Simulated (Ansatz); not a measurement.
# TaRu: a tetragonal deformation path

The task, for TaRu: follow a tetragonal deformation at fixed volume.

Computed with Ansatz 0.2.0 (DFT r2SCAN, scalar-relativistic, plane waves, PAW, unless a step's input says otherwise).

## 1. Starting point

Symmetry: P4/mmm, No. 123, tetragonal system. The conventional cell has a = 3.053 Å, b = 3.053 Å, c = 3.389 Å, α = 90.00°, β = 90.00°, γ = 90.00°. Ta (site symmetry 4/mmm) is surrounded by 8 Ru at 2.74 Å and 4 Ta at 3.05 Å. Ru (site symmetry 4/mmm) is surrounded by 8 Ta at 2.74 Å and 4 Ru at 3.05 Å.

Coordinates:

```
CELL_PARAMETERS angstrom
3.05300 0.00000 0.00000
0.00000 3.05300 0.00000
0.00000 0.00000 3.38900
ATOMIC_POSITIONS crystal
Ta 0.50000 0.50000 0.50000
Ru 0.00000 0.00000 0.00000
```

No relaxation comes first: the listed cell is the starting point.

## 2. The reference cell

Reference values: F = -15835.7392 eV; pressure -1.30 GPa; largest force 0.000 eV/Å; gap on the mesh none (metal). It was computed beforehand with the settings of the runs below.

## 3. The scan: a tetragonal deformation path

At fixed volume and fractional coordinates, lengths along (0.000, 0.000, 1.000) are scaled against those across it; ρ is that ratio over its starting value.

## 4. ρ = 0.850

File input.yaml:

```yaml
crystal:
  lattice:
    - [3.2229519371, 0.0, 0.0]
    - [0.0, 3.2229519371, 0.0]
    - [0.0, 0.0, 3.0410076966]
  atoms:
    - { symbol: Ta, position: [0.5, 0.5, 0.5] }
    - { symbol: Ru, position: [0.0, 0.0, 0.0] }
basis:
  ecutwfc: 500
kpoints:
  mp_grid: { grid: [18, 18, 16] }
hamiltonian:
  xc: r2scan
scf:
  occupations: { method: gaussian, width: 0.15 }
output:
  forces: true
  stress: true
  eigenvalues: true
```

Run with:

```
> ansatz run input.yaml --threads 1 --pin off --max-ram 2560MiB --backend cpu --events-out ev --progress --plain --runs-dir out
```

Log, shortened:

```text
Warning: RAYON_NUM_THREADS=1 ignored (pool sized by the plan → 1); use --threads N
[...]
Pseudopotentials: kind: paw
Pseudopotential: Ta, paw, valence charge 13, recommended cutoff 500 eV (meta_gga), Ta.paw.azcp
Pseudopotential: Ru, paw, valence charge 16, recommended cutoff 500 eV (meta_gga), Ru.paw.azcp
Functional definition: r2SCAN
[...]
Crystal: 2 atoms, lattice volume = 31.588 Å³
Basis set: ecut = 500 eV, 783 PW (Γ), exchange–correlation on 96×96×96 points (64 copies of the dense FFT grid, shifted against one another)
Bands: 19, of which v1, the nominal top of the filled ones, is band 15 counted from 1 (14 counted from 0)
Symmetry: 16 space group operations
Space group: P4/mmm (ITA 123), of the structure as read, at distance tolerance 3.2e-5 Å
k-points: 495 of 5184
[...]
SCF iter   1: F=—  HF=-15835.664028 eV  |F-HF|=—  |Δ(HF+E_count)|=         —  Δρ=9.24e-3  dr2=9.50e-3  dr2_τ=3.13e-2  ethr=1.77e-3  ⟨swp⟩=5.0  Hψ=41173  notcnv=0
[...]
SCF iter   7: F=-15835.684231 eV  HF=-15835.684231 eV  |F-HF|=3.24e-8  |Δ(HF+E_count)|=   1.20e-8  Δρ=1.69e-5  dr2=6.88e-8  dr2_τ=7.64e-9  ethr=3.45e-10  ⟨swp⟩=4.2  Hψ=40615  notcnv=0
the search or the solves at the SCF's close seem to have found levels that the self-consistency loop had missed (the run counts 1). By its estimate they hold under 1e-12 electrons; where the run keeps them, the occupations were computed again with them
[...]
SCF converged after 7 iterations
Free energy (F): -15835.684231 eV
[...]
E sigma→0 (E₀):  -15835.669731 eV
Entropy (-TS):   -0.029000 eV (-14.500 meV/atom)
Fermi energy:    21.587233 eV
[...]
--- Forces (eV/Å), atoms counted from 1 ---
  atom   1  Ta     0.00000000     0.00000000     0.00000000
  atom   2  Ru    -0.00000000     0.00000000     0.00000000
[...]
--- Stress (GPa, compression-positive) ---
       -1.640475       0.000000       0.000000
        0.000000      -1.640475       0.000000
        0.000000       0.000000      -0.810985
  P = ⅓ Tr σ = -1.3640 GPa (-13.640 kbar)
--- Band table (eV; the first three rows and the last of 495) ---
  k-point 0: bands = ["-53.7904", "-48.9321", "-23.0057", "-23.0057", "-22.9385", "-14.6391", "-14.6391", "-14.5366", "12.2617", "15.2966", "15.4252", "18.6990", "19.2938", "19.2938", "22.2693", "23.1795", "25.9204", "25.9204", "25.9328"]
[...]
```

Wall time 39 s (1 thread of Arm Neoverse V1, shared host); peak memory 0.61 GiB.

## 5. Point ρ = 1.200

Changes to input.yaml since step 4:

```diff
@@ -2,5 +2,5 @@
   lattice:
-    - [3.2229519371, 0.0, 0.0]
-    - [0.0, 3.2229519371, 0.0]
-    - [0.0, 0.0, 3.0410076966]
+    - [2.8729829962, 0.0, 0.0]
+    - [0.0, 2.8729829962, 0.0]
+    - [0.0, 0.0, 3.8270053223]
   atoms:
```

Run with:

```
> ansatz run input.yaml --threads 1 --pin off --max-ram 2560MiB --backend cpu --events-out ev --progress --plain --runs-dir out
```

Log, shortened:

```text
Warning: RAYON_NUM_THREADS=1 ignored (pool sized by the plan → 1); use --threads N
[...]
Pseudopotentials: kind: paw
Pseudopotential: Ta, paw, valence charge 13, recommended cutoff 500 eV (meta_gga), Ta.paw.azcp
Pseudopotential: Ru, paw, valence charge 16, recommended cutoff 500 eV (meta_gga), Ru.paw.azcp
Functional definition: r2SCAN
[...]
Crystal: 2 atoms, lattice volume = 31.588 Å³
Basis set: ecut = 500 eV, 821 PW (Γ), exchange–correlation on 96×96×120 points (64 copies of the dense FFT grid, shifted against one another)
Bands: 19, of which v1, the nominal top of the filled ones, is band 15 counted from 1 (14 counted from 0)
Symmetry: 16 space group operations
Space group: P4/mmm (ITA 123), of the structure as read, at distance tolerance 3.2e-5 Å
k-points: 495 of 5184
[...]
SCF iter   1: F=—  HF=-15835.397790 eV  |F-HF|=—  |Δ(HF+E_count)|=         —  Δρ=8.30e-3  dr2=7.27e-3  dr2_τ=2.80e-2  ethr=1.77e-3  ⟨swp⟩=5.1  Hψ=41586  notcnv=0
[...]
SCF iter   7: F=-15835.419522 eV  HF=-15835.419522 eV  |F-HF|=2.84e-8  |Δ(HF+E_count)|=   3.12e-7  Δρ=1.35e-5  dr2=5.46e-8  dr2_τ=4.86e-9  ethr=3.45e-10  ⟨swp⟩=5.2  Hψ=42937  notcnv=0
[...]
SCF converged after 7 iterations
Free energy (F): -15835.419522 eV
[...]
E sigma→0 (E₀):  -15835.406048 eV
Entropy (-TS):   -0.026948 eV (-13.474 meV/atom)
Fermi energy:    20.695959 eV
[...]
--- Forces (eV/Å), atoms counted from 1 ---
  atom   1  Ta     0.00000000     0.00000000     0.00000000
  atom   2  Ru    -0.00000000    -0.00000000     0.00000000
[...]
--- Stress (GPa, compression-positive) ---
        5.454739       0.000000       0.000000
        0.000000       5.454739       0.000000
        0.000000       0.000000     -13.605406
  P = ⅓ Tr σ = -0.8986 GPa (-8.986 kbar)
--- Band table (eV; the first three rows and the last of 495) ---
  k-point 0: bands = ["-53.7499", "-48.9340", "-23.0395", "-22.8034", "-22.8034", "-14.7711", "-14.4044", "-14.4044", "12.2362", "15.1785", "15.8073", "19.0525", "19.0525", "20.3406", "20.9382", "22.9800", "25.0955", "26.1043", "26.1043"]
[...]
```

It took 35 s on 1 thread of Arm Neoverse V1, shared host; peak memory 0.48 GiB.

## 6. ρ = 0.920

Changes to input.yaml since step 5:

```diff
@@ -2,5 +2,5 @@
   lattice:
-    - [2.8729829962, 0.0, 0.0]
-    - [0.0, 2.8729829962, 0.0]
-    - [0.0, 0.0, 3.8270053223]
+    - [3.1390449054, 0.0, 0.0]
+    - [0.0, 3.1390449054, 0.0]
+    - [0.0, 0.0, 3.2057534653]
   atoms:
```

Run with:

```
> ansatz run input.yaml --threads 1 --pin off --max-ram 2560MiB --backend cpu --events-out ev --progress --plain --runs-dir out
```

Log, shortened:

```text
[...]
SCF converged after 7 iterations
Free energy (F): -15835.677120 eV
[...]
E sigma→0 (E₀):  -15835.661191 eV
Entropy (-TS):   -0.031857 eV (-15.928 meV/atom)
Fermi energy:    21.687297 eV
[...]
--- Forces (eV/Å), atoms counted from 1 ---
  atom   1  Ta     0.00000000    -0.00000000     0.00000000
  atom   2  Ru     0.00000000     0.00000000     0.00000000
[...]
--- Stress (GPa, compression-positive) ---
       -3.304846       0.000000       0.000000
        0.000000      -3.304846       0.000000
        0.000000       0.000000       1.902515
  P = ⅓ Tr σ = -1.5691 GPa (-15.691 kbar)
--- Band table (eV; the first three rows and the last of 495) ---
  k-point 0: bands = ["-53.8063", "-48.9211", "-23.0044", "-23.0044", "-22.9952", "-14.6171", "-14.5892", "-14.5892", "12.2622", "15.3364", "15.3726", "19.0052", "19.0052", "19.1881", "22.5967", "22.9189", "25.9082", "25.9170", "25.9170"]
[...]
```

It took 31 s on 1 thread of Arm Neoverse V1, shared host; peak memory 0.61 GiB.

## 7. ρ = 1.100

Changes to input.yaml since step 6:

```diff
@@ -2,5 +2,5 @@
   lattice:
-    - [3.1390449054, 0.0, 0.0]
-    - [0.0, 3.1390449054, 0.0]
-    - [0.0, 0.0, 3.2057534653]
+    - [2.9575305717, 0.0, 0.0]
+    - [0.0, 2.9575305717, 0.0]
+    - [0.0, 0.0, 3.6113259804]
   atoms:
```

Run with:

```
> ansatz run input.yaml --threads 1 --pin off --max-ram 2560MiB --backend cpu --events-out ev --progress --plain --runs-dir out
```

Log, shortened:

```text
[...]
SCF converged after 8 iterations
Free energy (F): -15835.640772 eV
[...]
E sigma→0 (E₀):  -15835.629513 eV
Entropy (-TS):   -0.022517 eV (-11.259 meV/atom)
Fermi energy:    20.980342 eV
[...]
--- Forces (eV/Å), atoms counted from 1 ---
  atom   1  Ta     0.00000000    -0.00000000     0.00000000
  atom   2  Ru     0.00000000     0.00000000     0.00000000
[...]
--- Stress (GPa, compression-positive) ---
        4.716705       0.000000       0.000000
        0.000000       4.716705       0.000000
        0.000000       0.000000     -11.633518
  P = ⅓ Tr σ = -0.7334 GPa (-7.334 kbar)
--- Band table (eV; the first three rows and the last of 495) ---
  k-point 0: bands = ["-53.7266", "-49.0004", "-23.0139", "-22.8291", "-22.8291", "-14.7884", "-14.5513", "-14.5513", "12.2456", "15.2048", "15.6805", "18.8875", "18.8875", "20.4074", "21.1118", "23.3670", "25.9946", "26.0232", "26.0232"]
[...]
```

It took 40 s on 1 thread of Arm Neoverse V1, shared host; peak memory 0.61 GiB.

## 8. Point ρ = 0.960

Changes to input.yaml since step 7:

```diff
@@ -2,5 +2,5 @@
   lattice:
-    - [2.9575305717, 0.0, 0.0]
-    - [0.0, 2.9575305717, 0.0]
-    - [0.0, 0.0, 3.6113259804]
+    - [3.0948271154, 0.0, 0.0]
+    - [0.0, 3.0948271154, 0.0]
+    - [0.0, 0.0, 3.2980132101]
   atoms:
@@ -20 +20,5 @@
   eigenvalues: true
+  write_density: true
+  write_potential: true
+  elf: true
+  volumetric_format: npy
```

Run with:

```
> ansatz run input.yaml --threads 1 --pin off --max-ram 2560MiB --backend cpu --events-out ev --progress --plain --runs-dir out
```

Log, shortened:

```text
Warning: RAYON_NUM_THREADS=1 ignored (pool sized by the plan → 1); use --threads N
[...]
Pseudopotentials: kind: paw
Pseudopotential: Ta, paw, valence charge 13, recommended cutoff 500 eV (meta_gga), Ta.paw.azcp
Pseudopotential: Ru, paw, valence charge 16, recommended cutoff 500 eV (meta_gga), Ru.paw.azcp
Functional definition: r2SCAN
[...]
Crystal: 2 atoms, lattice volume = 31.588 Å³
Basis set: ecut = 500 eV, 781 PW (Γ), exchange–correlation on 96×96×100 points (64 copies of the dense FFT grid, shifted against one another)
Bands: 19, of which v1, the nominal top of the filled ones, is band 15 counted from 1 (14 counted from 0)
Symmetry: 16 space group operations
Space group: P4/mmm (ITA 123), of the structure as read, at distance tolerance 3.2e-5 Å
k-points: 495 of 5184
[...]
SCF iter   1: F=—  HF=-15835.696264 eV  |F-HF|=—  |Δ(HF+E_count)|=         —  Δρ=9.98e-3  dr2=1.16e-2  dr2_τ=3.29e-2  ethr=1.77e-3  ⟨swp⟩=5.0  Hψ=40702  notcnv=0
[...]
SCF iter   7: F=-15835.716992 eV  HF=-15835.716992 eV  |F-HF|=2.18e-8  |Δ(HF+E_count)|=   2.65e-8  Δρ=1.54e-5  dr2=6.06e-8  dr2_τ=4.61e-9  ethr=3.45e-10  ⟨swp⟩=7.7  Hψ=63261  notcnv=0
[...]
SCF converged after 7 iterations
Free energy (F): -15835.716992 eV
[...]
E sigma→0 (E₀):  -15835.705866 eV
Entropy (-TS):   -0.022251 eV (-11.126 meV/atom)
Fermi energy:    21.574584 eV
[...]
--- Forces (eV/Å), atoms counted from 1 ---
  atom   1  Ta     0.00000000    -0.00000000     0.00000000
  atom   2  Ru    -0.00000000     0.00000000     0.00000000
[...]
--- Stress (GPa, compression-positive) ---
       -3.836916       0.000000       0.000000
        0.000000      -3.836916       0.000000
        0.000000       0.000000       3.220735
  P = ⅓ Tr σ = -1.4844 GPa (-14.844 kbar)
--- Band table (eV; the first three rows and the last of 495) ---
  k-point 0: bands = ["-53.8094", "-48.9382", "-23.0025", "-23.0025", "-22.9940", "-14.6695", "-14.5794", "-14.5794", "12.2608", "15.2965", "15.4242", "18.9122", "18.9122", "19.4466", "22.2531", "23.1691", "25.8994", "25.9303", "25.9303"]
[...]
```

Run time: 45 s. Hardware: 1 thread of Arm Neoverse V1, shared host; peak memory 0.6 GiB.

Density in a lattice plane of the grid's cell (edges 3.09 and 3.30 Å, at 0.000 of the third edge), which holds Ru.

Ten even steps from ' ' (0.24 e/Å³) to '@' (10.05 e/Å³):
```
@@@@%%**==::..                  ..::==**%%@@
%%%%##++--..                      ..--++##%%
**++==--::..                      ..::--==++
----::::..                          ..::::--
......                                  ....
                                            
                                            
                                            
                                            
                                            
                                            
                                            
                                            
                                            
......                                  ....
----::::..                          ..::::--
**++==--::..                      ..::--==++
%%%%##++--..                      ..--++##%%
@@@@%%**==::..                  ..::==**%%@@
@@@@%%##==::..                  ..::==##%%@@
```
Columns run along the first of these edges and rows up along the second, over one cell in 22 and 20 even steps from the bottom left corner. Atoms in the plane (fractional): Ru at (0.00, 0.00).

ELF in the same plane.

Ten even steps from ' ' (0.14) to '@' (0.65):
```
--++##@@@@**--    ::--++--::    --**@@@@##++
##%%@@@@@@**--....::==++==::....--**@@@@@@%%
@@@@@@@@##++::..::--++**++--::..::++##@@@@@@
%%%%##**++--::::--==******==--::::--++**##%%
========--::::--==++******++==--::::--======
......::::----==++**********++==----::::....
  ....::--====++++++++++++++++++====--::....
::::::--====++++++++++++++++++++++====--::::
------==++++++++++==========++++++++++==----
--======++++++++==============++++++++======
------==++++++++++==========++++++++++==----
::::::--====++++++++++++++++++++++====--::::
  ....::--====++++++++++++++++++====--::....
......::::----==++**********++==----::::....
========--::::--==++******++==--::::--======
%%%%##**++--::::--==******==--::::--++**##%%
@@@@@@@@##++::..::--++**++--::..::++##@@@@@@
##%%@@@@@@**--....::==++==::....--**@@@@@@%%
--++##@@@@**--    ::--++--::    --**@@@@##++
  ::**%%@@**--    ..--++--..    --**@@%%**::
```
Columns run along the first of these edges and rows up along the second, over one cell in 22 and 20 even steps from the bottom left corner. Atoms in the plane (fractional): Ru at (0.00, 0.00).

Both are smooth fields of the valence electrons: close to the nuclei they are not physical.

The highest ELF values outside the cores: 0.50 between the atoms, 1.7 Å from Ru.

## 9. Point ρ = 1.050

File input.yaml:

```yaml
crystal:
  lattice:
    - [3.0037494522, 0.0, 0.0]
    - [0.0, 3.0037494522, 0.0]
    - [0.0, 0.0, 3.501045607]
  atoms:
    - { symbol: Ta, position: [0.5, 0.5, 0.5] }
    - { symbol: Ru, position: [0.0, 0.0, 0.0] }
basis:
  ecutwfc: 500
kpoints:
  mp_grid: { grid: [18, 18, 16] }
hamiltonian:
  xc: r2scan
scf:
  occupations: { method: gaussian, width: 0.15 }
output:
  forces: true
  stress: true
  eigenvalues: true
```

Run with:

```
> ansatz run input.yaml --threads 1 --pin off --max-ram 2560MiB --backend cpu --events-out ev --progress --plain --runs-dir out
```

Log, shortened:

```text
Warning: RAYON_NUM_THREADS=1 ignored (pool sized by the plan → 1); use --threads N
[...]
Pseudopotentials: kind: paw
Pseudopotential: Ta, paw, valence charge 13, recommended cutoff 500 eV (meta_gga), Ta.paw.azcp
Pseudopotential: Ru, paw, valence charge 16, recommended cutoff 500 eV (meta_gga), Ru.paw.azcp
Functional definition: r2SCAN
[...]
Crystal: 2 atoms, lattice volume = 31.588 Å³
Basis set: ecut = 500 eV, 821 PW (Γ), exchange–correlation on 96×96×108 points (64 copies of the dense FFT grid, shifted against one another)
Bands: 19, of which v1, the nominal top of the filled ones, is band 15 counted from 1 (14 counted from 0)
Symmetry: 16 space group operations
Space group: P4/mmm (ITA 123), of the structure as read, at distance tolerance 3.2e-5 Å
k-points: 495 of 5184
[...]
SCF iter   1: F=—  HF=-15835.695595 eV  |F-HF|=—  |Δ(HF+E_count)|=         —  Δρ=8.03e-3  dr2=1.58e-2  dr2_τ=3.09e-2  ethr=1.77e-3  ⟨swp⟩=5.0  Hψ=40884  notcnv=0
[...]
SCF iter   7: F=-15835.715905 eV  HF=-15835.715905 eV  |F-HF|=7.02e-8  |Δ(HF+E_count)|=   1.60e-7  Δρ=1.65e-5  dr2=9.97e-8  dr2_τ=9.31e-9  ethr=3.45e-10  ⟨swp⟩=6.4  Hψ=41202  notcnv=0
[...]
SCF converged after 7 iterations
Free energy (F): -15835.715905 eV
[...]
E sigma→0 (E₀):  -15835.705489 eV
Entropy (-TS):   -0.020833 eV (-10.416 meV/atom)
Fermi energy:    21.190915 eV
[...]
--- Forces (eV/Å), atoms counted from 1 ---
  atom   1  Ta     0.00000000    -0.00000000     0.00000000
  atom   2  Ru    -0.00000000     0.00000000     0.00000000
[...]
--- Stress (GPa, compression-positive) ---
        1.698915       0.000000       0.000000
        0.000000       1.698915       0.000000
        0.000000       0.000000      -6.194081
  P = ⅓ Tr σ = -0.9321 GPa (-9.321 kbar)
--- Band table (eV; the first three rows and the last of 495) ---
  k-point 0: bands = ["-53.7608", "-48.9891", "-23.0124", "-22.8978", "-22.8978", "-14.7634", "-14.5719", "-14.5719", "12.2525", "15.2239", "15.5868", "18.8490", "18.8490", "20.0749", "21.5095", "23.4065", "25.9295", "25.9851", "25.9851"]
[...]
```

Wall time 34 s (1 thread of Arm Neoverse V1, shared host); peak memory 0.62 GiB.

## 10. Point ρ = 0.800

Changes to input.yaml since step 9:

```diff
@@ -2,5 +2,5 @@
   lattice:
-    - [3.0037494522, 0.0, 0.0]
-    - [0.0, 3.0037494522, 0.0]
-    - [0.0, 0.0, 3.501045607]
+    - [3.2887445543, 0.0, 0.0]
+    - [0.0, 3.2887445543, 0.0]
+    - [0.0, 0.0, 2.9205516658]
   atoms:
```

Run with:

```
> ansatz run input.yaml --threads 1 --pin off --max-ram 2560MiB --backend cpu --events-out ev --progress --plain --runs-dir out
```

Log, shortened:

```text
Warning: RAYON_NUM_THREADS=1 ignored (pool sized by the plan → 1); use --threads N
[...]
Pseudopotentials: kind: paw
Pseudopotential: Ta, paw, valence charge 13, recommended cutoff 500 eV (meta_gga), Ta.paw.azcp
Pseudopotential: Ru, paw, valence charge 16, recommended cutoff 500 eV (meta_gga), Ru.paw.azcp
Functional definition: r2SCAN
[...]
Crystal: 2 atoms, lattice volume = 31.588 Å³
Basis set: ecut = 500 eV, 775 PW (Γ), exchange–correlation on 96×96×96 points (64 copies of the dense FFT grid, shifted against one another)
Bands: 19, of which v1, the nominal top of the filled ones, is band 15 counted from 1 (14 counted from 0)
Symmetry: 16 space group operations
Space group: P4/mmm (ITA 123), of the structure as read, at distance tolerance 3.2e-5 Å
k-points: 495 of 5184
[...]
SCF converged after 8 iterations
Free energy (F): -15835.627630 eV
[...]
E sigma→0 (E₀):  -15835.614744 eV
Entropy (-TS):   -0.025771 eV (-12.886 meV/atom)
Fermi energy:    21.364155 eV
[...]
--- Forces (eV/Å), atoms counted from 1 ---
  atom   1  Ta     0.00000000     0.00000000     0.00000000
  atom   2  Ru    -0.00000000     0.00000000     0.00000000
[...]
--- Stress (GPa, compression-positive) ---
       -5.407527       0.000000       0.000000
        0.000000      -5.407527       0.000000
        0.000000       0.000000       8.546983
  P = ⅓ Tr σ = -0.7560 GPa (-7.560 kbar)
--- Band table (eV; the first three rows and the last of 495) ---
  k-point 0: bands = ["-53.7541", "-48.9290", "-23.0123", "-23.0123", "-22.7927", "-14.6748", "-14.6748", "-14.4148", "12.2645", "15.2371", "15.5155", "18.3195", "19.6272", "19.6272", "21.6744", "23.5398", "25.9719", "25.9940", "25.9940"]
[...]
```

It took 45 s on 1 thread of Arm Neoverse V1, shared host; peak memory 0.61 GiB.

## 11. ρ = 1.300

Changes to input.yaml since step 10:

```diff
@@ -2,5 +2,5 @@
   lattice:
-    - [3.2887445543, 0.0, 0.0]
-    - [0.0, 3.2887445543, 0.0]
-    - [0.0, 0.0, 2.9205516658]
+    - [2.7973427786, 0.0, 0.0]
+    - [0.0, 2.7973427786, 0.0]
+    - [0.0, 0.0, 4.036768123]
   atoms:
```

Run with:

```
> ansatz run input.yaml --threads 1 --pin off --max-ram 2560MiB --backend cpu --events-out ev --progress --plain --runs-dir out
```

Log, shortened:

```text
[...]
SCF converged after 8 iterations
Free energy (F): -15835.225683 eV
[...]
E sigma→0 (E₀):  -15835.214039 eV
Entropy (-TS):   -0.023288 eV (-11.644 meV/atom)
Fermi energy:    20.568994 eV
[...]
--- Forces (eV/Å), atoms counted from 1 ---
  atom   1  Ta     0.00000000    -0.00000000     0.00000000
  atom   2  Ru    -0.00000000    -0.00000000     0.00000000
[...]
--- Stress (GPa, compression-positive) ---
        5.095737       0.000000       0.000000
        0.000000       5.095737       0.000000
        0.000000       0.000000     -14.341067
  P = ⅓ Tr σ = -1.3832 GPa (-13.832 kbar)
--- Band table (eV; the first three rows and the last of 495) ---
  k-point 0: bands = ["-53.8322", "-48.8322", "-23.0927", "-22.8380", "-22.8380", "-14.7142", "-14.2063", "-14.2063", "12.2325", "15.1641", "15.8765", "19.3029", "19.3029", "19.6371", "21.3350", "22.3169", "23.9493", "26.1725", "26.1725"]
[...]
```

Wall time 35 s (1 thread of Arm Neoverse V1, shared host); peak memory 0.62 GiB.

## 12. All points together

Collected from the runs (energy zero: the undisturbed cell):

| ρ | ΔE (meV/atom) | pressure (GPa) | space group |
| --- | --- | --- | --- |
| 0.800 | 55.8 | -0.8 | P4/mmm |
| 0.850 | 27.5 | -1.4 | P4/mmm |
| 0.920 | 31.1 | -1.6 | P4/mmm |
| 0.960 | 11.1 | -1.5 | P4/mmm |
| 1.000 | 0.0 | -1.3 | P4/mmm |
| 1.050 | 11.7 | -0.9 | P4/mmm |
| 1.100 | 49.2 | -0.7 | P4/mmm |
| 1.200 | 159.9 | -0.9 | P4/mmm |
| 1.300 | 256.8 | -1.4 | P4/mmm |

## 13. Results

| quantity | value |
| --- | --- |
| highest point | 256.8 meV/atom at ρ = 1.300 |

No sampled point lies below the undisturbed cell. Further dips among the sampled points: ρ = 0.850 (27.5 meV/atom); whether they survive relaxation was not tested. The runs treat Ta without spin-orbit coupling.
